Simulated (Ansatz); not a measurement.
# Co5C: the cost of one run

Method: DFT PBEsol, scalar-relativistic, plane waves, PAW, in Ansatz 0.2.0.

5 further runs of the same task are left out: 5 set aside as unsound or not needed.

### Step 1. Starting point

Symmetry: P3m1, No. 156, trigonal system. The conventional cell has a = 2.456 Å, b = 2.456 Å, c = 24.939 Å, α = 90.00°, β = 90.00°, γ = 120.00°. Co (site symmetry 3m) has 9 Co at 2.44 to 2.46 Å in its first shell of neighbours. Co (site symmetry 3m) has 12 Co at 2.44 to 2.46 Å in its first shell of neighbours. Around Co (site symmetry 3m) lie 12 Co at 2.39 to 2.46 Å. Co (site symmetry 3m) is surrounded by 9 Co at 2.39 to 2.46 Å.

Structure file:

```xyz
5
Lattice="2.4564 0.0000 0.0000 -1.2282 2.1273 0.0000 0.0000 0.0000 24.9388" Properties=species:S:1:pos:R:3 pbc="T T T"
Co    1.2282    0.7091    8.5000
Co    0.0000    1.4182   10.4847
Co    1.2282    0.7091   12.4755
Co    0.0000    1.4182   14.4771
Co    1.2282    0.7091   16.4043
```

Planes are indexed in the bulk's conventional cell (P6_3/mmc (No. 194)), a = 2.456 Å, b = 2.456 Å, c = 3.969 Å, α = 90.00°, β = 90.00°, γ = 120.00°.

It is a (001) slab, 7.9 Å thick as cut, with 17 Å of vacuum; its outer planes are Co (top) and Co (bottom). An earlier relaxation, lower half held, gave -25463.2657 eV, work function 5.09 eV (top face), 5.12 eV (bottom face).

### Step 2. C put at a top (Co) site

File input.yaml:

```yaml
crystal:
  lattice:
    - [2.4564222732, 0.0, 0.0]
    - [-1.2282111366, 2.127324091, 0.0]
    - [0.0, 0.0, 26.9388271088]
  atoms:
    - { symbol: Co, position: [0.6666666667, 0.3333333333, 0.3155296986], spin: 1.94 }
    - { symbol: Co, position: [0.3333333333, 0.6666666667, 0.3892042788], spin: 1.87 }
    - { symbol: Co, position: [0.6666666667, 0.3333333333, 0.4631034765], spin: 1.83 }
    - { symbol: Co, position: [0.3333333333, 0.6666666667, 0.5374082406], spin: 1.86 }
    - { symbol: Co, position: [0.6666666667, 0.3333333333, 0.6089479136], spin: 1.92 }
    - { symbol: C, position: [0.6666666667, 0.3333333333, 0.6839326184], spin: 2.0 }
basis:
  ecutwfc: 420
kpoints:
  mp_grid: { grid: [12, 12, 1] }
hamiltonian:
  xc: pbesol
scf:
  occupations: { method: gaussian, width: 0.1 }
output:
  forces: true
  eigenvalues: true
  populations: true
  write_density: true
  write_potential: true
  elf: true
  volumetric_format: npy
magnetization:
  spin_polarized: true
relax:
  adjacent_minimum: "off"
  f_tol: 0.03
  max_steps: 70
  constraints: [{ sites: [0, 1] }]
efield:
  axis: 3
  dipole_correction: true
  ramp_width: 0.04
```

Command:

```console
> ansatz run input.yaml --threads 2 --pin off --max-ram 5120MiB --backend cpu --events-out ev --progress --plain --runs-dir out
```

**Question.** How long does this run take on 2 threads of Intel Xeon Platinum 8259CL at 2.50GHz (Skylake/Cascade Lake), shared host, and how much memory does it need?

About 4.4 min, with a peak of 0.67 GiB.
